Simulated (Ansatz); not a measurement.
**ScSi3 (AuCu3 type): equation of state**

One table from this session's results is given with a row withheld; the runs are named, their logs left out.

Method: DFT PBE, scalar-relativistic, plane waves, PAW, in Ansatz 0.2.0.

2 further runs of the same task are left out: 1 that didn't finish, 1 set aside as unsound or not needed. Runs told in other sessions of the task aren't counted.

## The system as given

Symmetry: Pm-3m, No. 221, cubic system. Conventional cell: a = 3.966 Å, b = 3.966 Å, c = 3.966 Å, α = 90.00°, β = 90.00°, γ = 90.00°. Around Sc (site symmetry m-3m) lie 12 Si at 2.80 Å. Around Si (site symmetry 4/mmm) lie 4 Sc at 2.80 Å and 8 Si at 2.80 Å.

Coordinates:

```
CELL_PARAMETERS angstrom
3.96555 0.00000 0.00000
0.00000 3.96555 0.00000
0.00000 0.00000 3.96555
ATOMIC_POSITIONS crystal
Sc 0.00000 0.00000 0.00000
Si 0.00000 0.50000 0.50000
Si 0.50000 0.50000 0.00000
Si 0.50000 0.00000 0.50000
```

This cell comes from an earlier session at PBE: 15.590 Å³/atom at 0.02 GPa, on a 8×8×8 mesh.

Volume factors to run: 0.980, 1.020, 0.960, 1.040, 1.070, 1.100, 0.945.

Set-up of the first run:

File input.yaml:

```yaml
crystal:
  lattice:
    - [3.9389380912, 0.0, 0.0]
    - [0.0, 3.9389380912, 0.0]
    - [0.0, 0.0, 3.9389380912]
  atoms:
    - { symbol: Sc, position: [0.0, 0.0, 0.0] }
    - { symbol: Si, position: [0.0, 0.5, 0.5] }
    - { symbol: Si, position: [0.5, 0.5, 0.0] }
    - { symbol: Si, position: [0.5, 0.0, 0.5] }
basis:
  ecutwfc: 420
  ecutrho_ratio: 4
kpoints:
  mp_grid: { grid: [8, 8, 8] }
hamiltonian:
  xc: pbe
scf:
  occupations: { method: gaussian, width: 0.05 }
output:
  forces: true
  stress: true
  eigenvalues: true
```

The run is started by

```bash
$ ansatz run input.yaml --threads 2 --pin off --max-ram 2662MiB --backend cpu --events-out ev --progress --plain --runs-dir out
```

Steps of the session up to this table: At 0.980 of the relaxed volume; Volume × 1.020; Scaling the volume by 0.960; Volume × 1.040; At 1.070 of the relaxed volume; At 1.100 of the relaxed volume; At 0.945 of the relaxed volume.

One table of the session follows, with a row left open; its other results are not shown here.

It belongs to the step «The fit». 

```
volume (Å³/atom)  energy (meV/atom)  pressure (GPa)
          14.733              15.96            6.24
          14.967               8.24            4.36
          15.278               2.01            2.08
          15.590               0.00            0.02
          15.902                  ?               ?
          16.214               7.04           -3.49
          16.682              20.59           -5.66
          17.149              39.99           -7.47
```

Q: Estimate the row for volume (Å³/atom) = 15.902 from the others.

Worked estimate for «energy (meV/atom)». A straight line through the neighbours (15.590, 0.00) and (16.214, 7.04) gives 0.00 + (7.04 − 0.00) × (15.902 − 15.590) / (16.214 − 15.590) = 3.52; a parabola fitted to 4 rows on both sides gives 1.87.

The run gave: energy (meV/atom): 1.79; pressure (GPa): -1.83. In «energy (meV/atom)» the line misses by +1.73 and the parabola by +0.08.
